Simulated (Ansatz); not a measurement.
# CdAgC4N4: the cost of one run

Program: Ansatz 0.2.0. Level of theory: DFT PBE, scalar-relativistic, plane waves, PAW. These are calculated values, not measurements.

1 further run of the same task is left out (it didn't finish).

**1. The system as given**

Symmetry: P-43m, No. 215, cubic system. The conventional cell has a = 6.108 Å, b = 6.108 Å, c = 6.108 Å, α = 90.00°, β = 90.00°, γ = 90.00°. Cd (site symmetry -43m) is surrounded by 4 N at 2.10 Å. Ag (site symmetry -43m) is surrounded by 4 C at 2.02 Å. C (site symmetry 3m) has 1 N at 1.17 Å as nearest neighbours. N (site symmetry 3m) has 1 C at 1.17 Å as nearest neighbours.

Coordinates:

```cif
data_structure
_symmetry_space_group_name_H-M 'P 1'
_symmetry_Int_Tables_number 1
_cell_length_a 6.1078
_cell_length_b 6.1078
_cell_length_c 6.1078
_cell_angle_alpha 90.000
_cell_angle_beta 90.000
_cell_angle_gamma 90.000
_cell_volume 227.85
loop_
_atom_site_label
_atom_site_type_symbol
_atom_site_fract_x
_atom_site_fract_y
_atom_site_fract_z
_atom_site_occupancy
Cd1 Cd 0.50000 0.50000 0.50000 1
Ag1 Ag 0.00000 0.00000 0.00000 1
C1 C 0.19113 0.19113 0.19113 1
C2 C 0.19113 0.80887 0.80887 1
C3 C 0.80887 0.19113 0.80887 1
C4 C 0.80887 0.80887 0.19113 1
N1 N 0.30173 0.30173 0.30173 1
N2 N 0.30173 0.69827 0.69827 1
N3 N 0.69827 0.30173 0.69827 1
N4 N 0.69827 0.69827 0.30173 1
```

Recipe of the guess: two interpenetrating cyanide-bridged diamond nets (P-43m, No. 215). The dimensions are guesses.

**2. A first look at the guess**

Contents of input.yaml:

```yaml
crystal:
  lattice:
    - [6.1077885, 0.0, 0.0]
    - [0.0, 6.1077885, 0.0]
    - [0.0, 0.0, 6.1077885]
  atoms:
    - { symbol: Cd, position: [0.5, 0.5, 0.5] }
    - { symbol: Ag, position: [0.0, 0.0, 0.0] }
    - { symbol: C, position: [0.19113338, 0.19113338, 0.19113338] }
    - { symbol: C, position: [0.19113338, 0.80886662, 0.80886662] }
    - { symbol: C, position: [0.80886662, 0.19113338, 0.80886662] }
    - { symbol: C, position: [0.80886662, 0.80886662, 0.19113338] }
    - { symbol: "N", position: [0.30172984, 0.30172984, 0.30172984] }
    - { symbol: "N", position: [0.30172984, 0.69827016, 0.69827016] }
    - { symbol: "N", position: [0.69827016, 0.30172984, 0.69827016] }
    - { symbol: "N", position: [0.69827016, 0.69827016, 0.30172984] }
basis:
  ecutwfc: 420
kpoints:
  mp_grid: { grid: [4, 4, 4] }
hamiltonian:
  xc: pbe
scf:
  occupations: { method: gaussian, width: 0.1 }
  lower_state_search: "off"
output:
  forces: true
  stress: true
  eigenvalues: true
```

The run is started by

```
> ansatz run input.yaml --threads 1 --pin off --max-ram 2560MiB --backend cpu --events-out ev --progress --plain --runs-dir out
```

**Question.** How long does this run take on 1 thread of Intel Xeon at 2.70GHz, shared host, and how much memory does it need?

About 11 s, with a peak of 0.48 GiB.
